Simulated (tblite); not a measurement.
# C4H7ClO2Si: the cost of one run

Computed with tblite 0.8.0 and PySCF 2.14.0, with density-fitted response routines of our own, on a single molecule in the gas phase. Atoms count from 0, in the outputs and in this text.

### Step 1. The molecule as given

15 atoms, charge 0, multiplicity 1; geometry from: force field or distance geometry start.

Bonds of the start (Å): O0–C1 1.22, C1–C2 1.51, C2–C3 1.49, C3–O4 1.21, C3–Si5 1.83, Si5–C6 1.85, C6–Cl7 1.77, C1–H8 1.08, C2–H9 1.09, C2–H10 1.15, Si5–H11 1.47, Si5–H12 1.47, C6–H13 1.12, C6–H14 1.12.

### Step 2. Optimising the geometry with GFN2-xTB

What the job is given:

```
{"job": {"kind": "relax", "xc": "GFN2-xTB", "basis": "xTB"}, "charge": 0, "multiplicity": 1}
O     -1.990800     1.463700    -0.227500
C     -2.244800     0.553900     0.550000
C     -1.444000    -0.709300     0.334200
C     -0.528600    -0.572800    -0.830900
O     -0.674500    -1.201300    -1.856000
Si     0.905700     0.563500    -0.698500
C      2.339100    -0.125700     0.252100
Cl     2.005600    -0.410300     1.967500
H     -2.960900     0.639700     1.356200
H     -1.020400    -1.118800     1.252500
H     -2.263300    -1.449300     0.017800
H      0.499300     1.838600    -0.081400
H      1.420500     0.864400    -2.037100
H      2.818000    -0.997300    -0.254500
H      3.134600     0.669300     0.233500
```

Command:

```console
$ OMP_NUM_THREADS=1 python probes_run.py task.json out
```

The driver reads the jobs from task.json and runs them one after another.

**Question.** How long does this first job take on 1 thread of Arm Neoverse V1, shared host, and how much memory does it need?

About 1.8 s, with a peak of 0.18 GiB.
